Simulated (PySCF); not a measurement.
# CeH3S3 (Ce(SH)3): the cost of one run

Program: PySCF 2.14.0. Level of theory: r2SCAN, Ce lcecp-1-SVP with ECP47, S def2-SVP, H def2-SVP; scalar-relativistic core potentials, no spin–orbit coupling. These are calculated values, not measurements.

6 further runs of the same task are left out: 2 for a known fault of the program, 2 that didn't finish, 2 set aside as unsound or not needed.

## Step 1: The system as given

7 atoms, charge 0, spin multiplicity 1.

Bond lengths: Ce1–S2 2.698 Å, Ce1–S4 2.698 Å, Ce1–S6 2.698 Å, S2–H3 1.355 Å, S4–H5 1.355 Å, S6–H7 1.355 Å. Angles: S2–Ce1–S4 117.5°, S2–Ce1–S6 117.5°, S4–Ce1–S6 117.5°, Ce1–S2–H3 94.4°, Ce1–S4–H5 94.4°, Ce1–S6–H7 94.4°.

Geometry (Å):

```xyz
7

Ce    0.0000    0.0000    0.5643
S     2.6336   -0.3973    0.9943
H     2.9133    0.9195    1.1527
S    -0.9727    2.4794    0.9943
H    -2.2529    2.0632    1.1527
S    -1.6609   -2.0821    0.9943
H    -0.6603   -2.9827    1.1527
```

Formal oxidation states: Ce +3. Each metal's 1 4f electrons lie in its core potential, so multiplicities, spins and levels count the valence alone. An earlier session relaxed this geometry at r2SCAN, Ce lcecp-1-SVP with ECP47, S def2-SVP, H def2-SVP (singlet, point group C3).

Its energy there is -1228.338375 Eh.

## Step 2: Atoms moved at random, σ = 0.15 Å

Input file run.py (the lines that set the calculation):

```python
mol = gto.M(atom='''
Ce    -0.00525     0.07407     0.53603
S      2.69694    -0.32084     0.78135
H      2.98650     0.90356     1.04404
S     -0.90189     2.53744     1.10426
H     -2.44063     2.01042     1.18602
S     -1.41986    -2.20595     1.18173
H     -0.91583    -2.99871     1.17193''',
    basis={'Ce': 'lcecp-1-SVP', 'S': 'def2-SVP', 'H': 'def2-SVP'},
    ecp={'Ce': 'lcecp-1-SVP'},
    charge=0, spin=0)
mf = dft.RKS(mol, xc='R2SCAN')
mf.grids.atom_grid = (50, 194)  # f atoms: unpruned, at least (60, 302)
mf = mf.density_fit()  # fitting sets: Ce AutoAux, S def2-universal-JKFIT, H def2-universal-JKFIT
mf.conv_tol = 1e-08; mf.max_cycle = 55
mf.kernel(dm0)  # dm0: the density of the relaxed state
```

The run is started by

```
$ OMP_NUM_THREADS=2 python run.py
```

**Question.** How long does this run take on 2 threads of Intel Xeon Platinum 8375C at 2.90GHz (Ice Lake), shared host?

About 8.1 s.
